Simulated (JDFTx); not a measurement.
The system is BiS.

```
Bi S
1.0
     4.00294    0.00000    0.00000
     0.00000    4.00294    0.00000
     0.00000    0.00000    4.00294
Bi S
1 1
Direct
  0.50000 0.50000 0.50000
  0.00000 0.00000 0.00000
```

The cell was built by a generator and needn't be a form met in nature.

```yaml
Program: JDFTx 1.7.0 (patched build)
Task: relaxation of cell and atoms
Functional: PBE
Dispersion: D3(BJ)
Potentials_or_basis: PseudoDojo-SR-PBE-0.4.1-standard (Bi) + PseudoDojo-SR-PBE-0.5-standard (S) with smoothed tails
Cutoff: 898 eV
Density_cutoff: 7184 eV
k_mesh: 7 × 7 × 7
Occupations: fermi-dirac, width 0.05 eV
Spin: no spin polarisation
```

At the start: pressure -12.0 GPa; volume 32.07 Å³/atom.

Where does the relaxation end?

Over 7 steps the energy falls by 533.6 meV/atom and the volume is 22.33 Å³/atom (-30.4 %); space group Pm-3m (No. 221, to 0.05 Å).

The path:
| step | energy change (eV) | largest force (eV/Å) | pressure (GPa) | volume (Å³) |
| --- | --- | --- | --- | --- |
| 1 | 0.0000 | 0.0000 | -12.04 | 64.14 |
| 2 | -0.6178 | 0.0000 | -10.66 | 55.73 |
| 3 | -0.9567 | 0.0000 | 9.25 | 40.49 |
| 4 | -1.0646 | 0.0000 | -1.18 | 45.38 |
| 5 | -1.0672 | 0.0000 | -0.12 | 44.73 |
| 6 | -1.0672 | 0.0000 | 0.00 | 44.67 |
| 7 | -1.0672 | 0.0000 | 0.00 | 44.66 |

Final structure:
```
Bi S
1.0
     3.54804    0.00000    0.00000
     0.00000    3.54804    0.00000
     0.00000    0.00000    3.54804
Bi S
1 1
Direct
  0.50000 0.50000 0.50000
  0.00000 0.00000 0.00000
```

Caveat: the volume moved by over 15 % at a fixed basis, so the end points are rough; the plane waves are those of the starting cell, so after so large a change of volume the result is rough; pairwise dispersion overbinds metals, which lowers pressure and volume.
